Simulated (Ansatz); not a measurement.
**Cl₂FGaH₂ (built from SMILES F.[Cl][GaH][Cl]): search for a transition state**

Aim: find the saddle point of a four-centre ligand exchange that is to form Ga1–F6, H2–H5 and break Ga1–H2, H5–F6, prove it by its vibrations, and relax downhill on both sides to see what it joins.

Method: PBE0-D4, def2-SVP first, then def2-TZVP; program: Ansatz 0.2.0, Gaussian basis.

152 further runs of the same task are left out: 152 set aside as unsound or not needed.

### Step 1. Starting geometry

The guess: 6 atoms, charge 0, spin multiplicity 1.

Atoms are counted from 1 here; the program's logs count them from 0.

Bond lengths: Ga1–H2 1.716 Å, Ga1–Cl3 2.066 Å, Ga1–Cl4 2.066 Å, Ga1–H5 1.910 Å, Ga1–F6 2.114 Å. Angles: H2–Ga1–Cl3 113.2°, H2–Ga1–Cl4 113.2°, H2–Ga1–H5 38.5°, H2–Ga1–F6 72.4°, Cl3–Ga1–Cl4 127.7°, Cl3–Ga1–H5 115.6°, Cl3–Ga1–F6 108.0°, Cl4–Ga1–H5 115.5°, Cl4–Ga1–F6 107.9°, H5–Ga1–F6 33.9°.

As a file:

```mol
Cl2FGaH2
  3D, bonds by distance, orders not assigned

  6  5  0  0  0  0  0  0  0  0999 V2000
   -0.4186    0.3329   -0.0965 Ga  0  0
   -0.2487   -1.0863    0.8537 H   0  0
   -1.3814   -0.0015   -1.8931 Cl  0  0
   -0.4019    2.0690    1.0227 Cl  0  0
    0.8713   -0.9831    0.4067 H   0  0
    1.5793   -0.3309   -0.2934 F   0  0
  1  2  8  0
  1  3  8  0
  1  4  8  0
  1  5  8  0
  1  6  8  0
M  END
```

Distances that are to change: Ga1–F6 2.11 Å, H2–H5 1.21 Å, Ga1–H2 1.72 Å, H5–F6 1.19 Å.

### Step 2. Constrained relaxation of the guess

hold/in.yaml

```yaml
crystal:
  periodic: [false, false, false]
  atoms:
    - {symbol: Ga, position_ang: [-0.418600, 0.332900, -0.096500]}
    - {symbol: H, position_ang: [-0.248700, -1.086300, 0.853700]}
    - {symbol: Cl, position_ang: [-1.381400, -0.001500, -1.893100]}
    - {symbol: Cl, position_ang: [-0.401900, 2.069000, 1.022700]}
    - {symbol: H, position_ang: [0.871300, -0.983100, 0.406700]}
    - {symbol: F, position_ang: [1.579300, -0.330900, -0.293400]}
basis:
  gaussian: {orbitals: def2-SVP}
hamiltonian: {xc: pbe0, dispersion: d4}
relax: {f_tol: 0.04, max_steps: 150, escape_saddle: false, constraints: [{distance: [0, 5]}, {distance: [1, 4]}, {distance: [0, 1]}, {distance: [4, 5]}]}
```

Started as:

```console
> ansatz run in.yaml --threads 4 --pin off --events-out ev --progress --plain --max-ram 9574MiB
```

Log, cut to the lines that bear on the results:

```text
Functional definition: PBE0
  name "PBE0"
  cite "Adamo & Barone, J. Chem. Phys. 110, 6158 (1999) doi:10.1063/1.478522"
  cite "Perdew, Burke & Ernzerhof, Phys. Rev. Lett. 77, 3865 (1996) doi:10.1103/PhysRevLett.77.3865"
  parent pbe
[...]
929 factors; integrals over basis functions are off by at most 3.0e-4 eV
[...]
mean field -80140.67667702 eV, -2945.1155465787 hartree, gradient 4.1e-5 eV, S^2 0.000000; 0 other end points of the search recorded, 0 dependent functions left out
[...]
reference -80140.67670378 eV, -2945.1155475623 hartree; 38, 38 occupied and 54, 54 virtual orbitals, 929 factors
relax step   1: F+E_penalty+E_count = -80140.80592089 eV  Δ(F+E_penalty+E_count) = +0.000e0 eV  max|allowed force component| = 1.021e0 eV/Å  Δτ_max = 0.0000 Å  (26 SCF iters, accepted)
[...]
relax step   2: F+E_penalty+E_count = -80140.87974340 eV  Δ(F+E_penalty+E_count) = -7.382e-2 eV  max|allowed force component| = 6.077e-2 eV/Å  Δτ_max = 0.0654 Å  (29 SCF iters, accepted)
[...]
relax step   3: F+E_penalty+E_count = -80140.88096657 eV  Δ(F+E_penalty+E_count) = -1.223e-3 eV  max|allowed force component| = 1.476e-2 eV/Å  Δτ_max = 0.0219 Å  (30 SCF iters, accepted)
  distance Ga 0 - F 5 held at 2.114475 Å   reaction = +6.0571e-1 eV/Å
  distance H 1 - H 4 held at 1.210314 Å   reaction = +3.5982e-1 eV/Å
  distance Ga 0 - H 1 held at 1.716355 Å   reaction = +3.3538e-1 eV/Å
  distance H 4 - F 5 held at 1.190281 Å   reaction = +2.2988e0 eV/Å
929 factors; integrals over basis functions are off by at most 2.6e-4 eV
[...]
mean field -80140.75381087 eV, -2945.1183811955 hartree, gradient 8.1e-6 eV, S^2 0.000000; 1 other end points of the search recorded, 0 dependent functions left out
[...]
reference -80140.75383775 eV, -2945.1183821834 hartree; 38, 38 occupied and 54, 54 virtual orbitals, 929 factors
Total energy: -80140.88099345 eV, -2945.1230550692 hartree
Atom 0 at    -0.409204     0.304684    -0.079080 Å, force     0.603406    -0.455911     0.120845 eV/Å
Atom 1 at    -0.220112    -1.115814     0.865538 Å, force     0.296790     0.316747    -0.322088 eV/Å
Atom 2 at    -1.423407     0.048957    -1.928678 Å, force     0.007683    -0.000016     0.013258 eV/Å
Atom 3 at    -0.439278     2.132169     1.004678 Å, force     0.001117    -0.014760    -0.006347 eV/Å
Atom 4 at     0.901547    -1.018471     0.421391 Å, force     1.002038     1.250824    -1.227361 eV/Å
Atom 5 at     1.590454    -0.351424    -0.283749 Å, force    -1.911034    -1.096884     1.421693 eV/Å
Dipole moment:    -0.041353    -0.312078     0.235680 e Å
```

It took 20 s on 4 threads of AMD EPYC, shared host; peak memory 0.22 GiB.

Along the way:

```
step  energy from step 1 (eV)  largest force component (eV/Å)
   1                   0.0000                          1.0214
   2                  -0.0738                          0.0608
   3                  -0.0750                          0.0148
```

Distances of close pairs at the start and the end, largest changes first:

```
   bond  before (Å)  after (Å)  change (Å)
Ga1–Cl3       2.066      2.125      +0.059
Ga1–Cl4       2.066      2.125      +0.059
 Ga1–H5       1.910      1.929      +0.018
 Ga1–H2       1.716      1.716      +0.000
 Ga1–F6       2.114      2.114      +0.000
```

### Step 3. A starting Hessian

hessian/in.yaml

```yaml
crystal:
  periodic: [false, false, false]
  atoms:
    - {symbol: Ga, position_ang: [-0.409204, 0.304684, -0.079080]}
    - {symbol: H, position_ang: [-0.220112, -1.115814, 0.865538]}
    - {symbol: Cl, position_ang: [-1.423407, 0.048957, -1.928678]}
    - {symbol: Cl, position_ang: [-0.439278, 2.132169, 1.004678]}
    - {symbol: H, position_ang: [0.901547, -1.018471, 0.421391]}
    - {symbol: F, position_ang: [1.590454, -0.351424, -0.283749]}
basis:
  gaussian: {orbitals: def2-SVP}
hamiltonian: {xc: pbe0, dispersion: d4}
phonons: {}
scf: {lower_state_search: off}
```

Started as:

```console
> ansatz run in.yaml --threads 4 --pin off --events-out ev --progress --plain --max-ram 9574MiB
```

Log, cut to the lines that bear on the results:

```text
[... 5 set-up lines as earlier in the session ...]
[...]
925 factors; integrals over basis functions are off by at most 3.4e-4 eV
[...]
mean field -80140.75378433 eV, -2945.1183802200 hartree, gradient 5.7e-6 eV, S^2 0.000000; 0 other end points of the search recorded, 0 dependent functions left out
[...]
reference -80140.75381123 eV, -2945.1183812086 hartree; 38, 38 occupied and 54, 54 virtual orbitals, 925 factors
[... from here to the last solve, the lines of the solves are left out (35 solves) ...]
925 factors; integrals over basis functions are off by at most 3.4e-4 eV
mean field -80140.75021146 eV, -2945.1182489197 hartree, gradient 1.4e-6 eV, S^2 0.000000; 0 other end points of the search recorded, 0 dependent functions left out
[...]
WARN: phonons: modes at or below zero, which the zero-point energy, F, S and C_V leave out: 1, the lowest at -1244.34 cm⁻¹. A minimum has none, and a first-order saddle one
Total energy: -80140.88096693 eV, -2945.1230540946 hartree
Atom 0 at    -0.409204     0.304684    -0.079080 Å, force     0.604096    -0.455813     0.120559 eV/Å
Atom 1 at    -0.220112    -1.115814     0.865538 Å, force     0.296565     0.316599    -0.321911 eV/Å
Atom 2 at    -1.423407     0.048957    -1.928678 Å, force     0.007515    -0.000097     0.013307 eV/Å
Atom 3 at    -0.439278     2.132169     1.004678 Å, force     0.000982    -0.014801    -0.006228 eV/Å
Atom 4 at     0.901547    -1.018471     0.421391 Å, force     1.001837     1.250886    -1.227331 eV/Å
Atom 5 at     1.590454    -0.351424    -0.283749 Å, force    -1.910995    -1.096774     1.421604 eV/Å
Dipole moment:    -0.041349    -0.312079     0.235679 e Å
Vibrations: -1244.34 122.42 145.74 187.00 407.90 417.07 476.78 622.00 1095.46 1222.53 1504.32 1758.05 cm⁻¹, zero-point energy 0.493412 eV
Checks for a lower state left out: stability, starts, cluster_reference, orbital_swaps, neighbouring_geometries, increment
```

It took 2 min on 4 threads of AMD EPYC, shared host; peak memory 0.2 GiB.

The structure is not stationary yet, so these wavenumbers are no spectrum; the search needs only the force constants.

### Step 4. Saddle search in the small basis

A small driver takes partitioned rational-function steps: uphill along one mode, downhill along the rest. It calls the program once a step for energy and forces and updates the Hessian by Bofill's formula. It stops when the largest force is under 0.04 eV/Å and the followed curvature is negative. The first step's input:

presaddle/in.yaml

```yaml
crystal:
  periodic: [false, false, false]
  atoms:
    - {symbol: Ga, position_ang: [-0.409204, 0.304684, -0.079080]}
    - {symbol: H, position_ang: [-0.220112, -1.115814, 0.865538]}
    - {symbol: Cl, position_ang: [-1.423407, 0.048957, -1.928678]}
    - {symbol: Cl, position_ang: [-0.439278, 2.132169, 1.004678]}
    - {symbol: H, position_ang: [0.901547, -1.018471, 0.421391]}
    - {symbol: F, position_ang: [1.590454, -0.351424, -0.283749]}
basis:
  gaussian: {orbitals: def2-SVP}
hamiltonian: {xc: pbe0, dispersion: d4}
output: {forces: true}
scf: {lower_state_search: off}
```

Started as:

```console
> ansatz run in.yaml --threads 4 --pin off --events-out ev --progress --plain --max-ram 9574MiB
```

Step by step:

```
step   energy (eV)  largest force (eV/Å)  followed curvature (eV/Å²)
   1  -80140.88089                1.9109                      -11.13
   2  -80140.94173                0.8562                      -11.12
   3  -80140.95882                0.2658                      -11.50
   4  -80140.96186                0.0896                      -11.36
   5  -80140.96236                0.0086                      -11.29
```

The 5 steps took 16 s in all (4 threads of AMD EPYC, shared host).

### Step 5. Saddle search in triple zeta

The search itself is an outer loop (partitioned rational-function steps, Bofill update of the Hessian). Each step is one single-point run with forces. It stops when the largest force is under 0.01 eV/Å and the followed curvature is negative. The first step's input:

saddle/in.yaml

```yaml
crystal:
  periodic: [false, false, false]
  atoms:
    - {symbol: Ga, position_ang: [-0.308496, 0.333097, -0.133058]}
    - {symbol: H, position_ang: [-0.141212, -1.119878, 0.842626]}
    - {symbol: Cl, position_ang: [-1.420485, 0.017209, -1.913432]}
    - {symbol: Cl, position_ang: [-0.433975, 2.105807, 1.027872]}
    - {symbol: H, position_ang: [0.795993, -1.002472, 0.444959]}
    - {symbol: F, position_ang: [1.508174, -0.333664, -0.268868]}
basis:
  gaussian: {orbitals: def2-TZVP}
hamiltonian: {xc: pbe0, dispersion: d4}
output: {forces: true}
scf: {lower_state_search: off}
```

Started as:

```console
> ansatz run in.yaml --threads 4 --pin off --events-out ev --progress --plain --max-ram 9574MiB
```

The driver's record:

```
step   energy (eV)  largest force (eV/Å)  followed curvature (eV/Å²)
   1  -80159.68343                0.1452                      -11.29
   2  -80159.68465                0.0165                      -10.91
   3  -80159.68474                0.0065                      -10.68
```

The 3 steps took 18 s in all (4 threads of AMD EPYC, shared host).

The point found:

```xyz
6
Cl2FGaH2
Ga   -0.3204    0.3313   -0.1278
H    -0.1398   -1.1187    0.8413
Cl   -1.4139    0.0199   -1.9088
Cl   -0.4311    2.1009    1.0217
H     0.7988   -0.9963    0.4396
F     1.5064   -0.3370   -0.2659
```

Followed mode, largest move set to 1: H5 (-0.84, -0.27, 0.47); Ga1 (0.57, 0.18, -0.32); F6 (0.00, 0.45, -0.32); H2 (0.33, -0.20, 0.03).

[end of part 1 of 2]
